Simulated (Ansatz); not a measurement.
# C2H8NO2Sc: the cost of one run

Computed with Ansatz 0.2.0, Gaussian basis. Level: the settings change from run to run.

**1. The relaxed structure**

The structure was relaxed beforehand with PBE0-D4 in a triple-zeta def2 set.

SMILES `C[O][Sc]([NH2])[O]C`, 14 atoms, charge 0, spin multiplicity 1.

Atoms are counted from 1 here; the program's logs count them from 0.

Bond lengths: C1–O2 1.384 Å, C1–H7 1.098 Å, C1–H8 1.098 Å, C1–H9 1.098 Å, O2–Sc3 1.873 Å, Sc3–N4 1.993 Å, Sc3–O5 1.873 Å, N4–H10 1.012 Å, N4–H11 1.012 Å, O5–C6 1.384 Å, C6–H12 1.097 Å, C6–H13 1.097 Å, C6–H14 1.098 Å. Angles: O2–C1–H7 111.1°, O2–C1–H8 111.1°, O2–C1–H9 111.5°, H7–C1–H8 107.6°, H7–C1–H9 107.6°, H8–C1–H9 107.8°, C1–O2–Sc3 173.5°, O2–Sc3–N4 117.1°, O2–Sc3–O5 125.8°, N4–Sc3–O5 117.1°, Sc3–N4–H10 126.4°, Sc3–N4–H11 126.4°, H10–N4–H11 107.3°, Sc3–O5–C6 173.0°, O5–C6–H12 111.1°, O5–C6–H13 111.1°, O5–C6–H14 111.6°, H12–C6–H13 107.5° and more.

Geometry (Å):

```xyz
14

C    -2.54969    1.52817   -0.27244
O    -1.58048    0.54857   -0.14632
Sc   -0.12583   -0.61887    0.02005
N    -0.52852   -2.56986    0.07367
O     1.67407   -0.11518    0.13777
C     2.94914    0.41672    0.21543
H    -2.99183    1.77449    0.70150
H    -3.36278    1.19667   -0.93097
H    -2.13420    2.45341   -0.69269
H    -1.44554   -2.99475    0.02199
H     0.14596   -3.31958    0.15806
H     3.57953    0.05192   -0.60554
H     3.43744    0.13518    1.15711
H     2.93271    1.51313    0.16237
```

**2. CAM-B3LYP/def2-SVP**

This run has coordinates scaled by 1.05, a point charge of 2.00 e beside it, D3(BJ) with three-body dispersion, high accuracy.

File in.yaml:

```yaml
crystal:
  periodic: [false, false, false]
  atoms:
    - {symbol: C, position_ang: [-2.677170, 1.604576, -0.286066]}
    - {symbol: O, position_ang: [-1.659503, 0.575998, -0.153634]}
    - {symbol: Sc, position_ang: [-0.132123, -0.649818, 0.021052]}
    - {symbol: N, position_ang: [-0.554947, -2.698350, 0.077358]}
    - {symbol: O, position_ang: [1.757776, -0.120939, 0.144657]}
    - {symbol: C, position_ang: [3.096599, 0.437552, 0.226200]}
    - {symbol: H, position_ang: [-3.141423, 1.863218, 0.736575]}
    - {symbol: H, position_ang: [-3.530917, 1.256504, -0.977520]}
    - {symbol: H, position_ang: [-2.240910, 2.576085, -0.727321]}
    - {symbol: H, position_ang: [-1.517814, -3.144492, 0.023086]}
    - {symbol: H, position_ang: [0.153260, -3.485558, 0.165968]}
    - {symbol: H, position_ang: [3.758503, 0.054513, -0.635817]}
    - {symbol: H, position_ang: [3.609317, 0.141939, 1.214969]}
    - {symbol: H, position_ang: [3.079351, 1.588782, 0.170493]}
basis:
  gaussian: {orbitals: def2-SVP, point_charges: [{charge: 2.00, position_ang: [7.548, -0.542, -0.093]}]}
hamiltonian: {xc: {name: CAM-B3LYP}, dispersion: d3bjatm}
accuracy: high
```

The run is started by

```sh
> ansatz run in.yaml --threads 4 --pin off --events-out ev --progress --plain --max-ram 11315MiB
```

**Question.** How long does this run take on 4 threads of Arm Neoverse V1, shared host, and how much memory does it need?

About 8.5 s, with a peak of 0.89 GiB.
